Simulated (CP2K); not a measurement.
The system is BiTe.

```xyz
2
Lattice="4.5750 0.0000 0.0000 2.2875 3.9620 0.0000 2.2875 1.3207 3.7355" Properties=species:S:1:pos:R:3 pbc="T T T"
Bi    0.0000    0.0000    0.0000
Te    4.5750    2.6414    1.8677
```

Base run:

- Program: CP2K 2026.2
- Functional: LDA
- Potentials or basis: POTENTIAL_UZH Bi GTH-PBE-q5, Te GTH-PBE-q6; TZVP-MOLOPT-PBE-GTH basis
- Density cutoff: 9184 eV
- k mesh: 7 × 7 × 7
- Occupations: fermi-dirac, width 0.05 eV
- Spin: no spin polarisation

Its results: band gap on the k mesh none (metal or under the smearing width); pressure 0.3 GPa.

The run is repeated on the same cell with these changes: functional from LDA to BLYP. What comes out?

Band gap on the k mesh none (metal or under the smearing width); pressure 5.0 GPa.

BLYP binds less tightly than LDA, so the same cell stands under more pressure.

Caveats: the potentials were made for another functional, which shifts forces and pressure; spin-orbit coupling is left out, which moves the levels of the heavy elements; the basis of atomic orbitals isn't converged, which shifts pressures, moduli and gaps.
